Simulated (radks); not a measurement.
**Fractional charge and spin in the 6s shell of samarium**

One table from this session's results is given with a row withheld; the runs are named, their logs left out.

Program: radks (a radial shooting solver on a logarithmic mesh, Libxc functionals) version 1. Level of theory: scalar-relativistic Kohn-Sham, LDA (Slater exchange, Perdew-Wang correlation), spin-polarised, spherical densities, finite nucleus. These are calculated values, not measurements, unless marked.

## The atom as given

```
element            : samarium (Z = 62)
configuration      : [Xe] 4f(up 3, down 3) 6s(up 1, down 1)
nuclear rms radius : 5.0819 fm
```

A shell typed twice in an input gives spin up, then spin down.

Set-up of the first run:

The run's settings:

```text
Z 62
configuration [Xe] 4f3 4f3 6s1 6s1
relativity scalar-relativistic
functional lda,pw
spin polarised
nucleus finite rms 5.0819 fm
c 137.035999084
```

Steps of the session up to this table: 6s: up 1, down 1.

One table of the session follows, with a row left open; its other results are not shown here.

It belongs to the step «6s: up 1, down 1». Radial moments (bohr):

```
level     <r>  outermost maximum (interpolated)  90 % within  nodes
   3d  0.2311                             0.188        0.360      0
   4s  0.5795                             0.539        0.833      3
   4p  0.6136                             0.563        0.893      2
   4d       ?                                 ?            ?      ?
   5s   1.409                              1.26         2.03      4
   5p   1.663                              1.43         2.45      3
   6s   4.261                              3.61         6.31      5
   4f   1.018                             0.613         1.80      0
```

**Question.** Estimate the row for 4d.

As computed: <r>: 0.6710; outermost maximum (interpolated): 0.587; 90 % within: 1.01; nodes: 1. In the column «<r>» it lies between 4p (0.6136) and 4f (1.018).
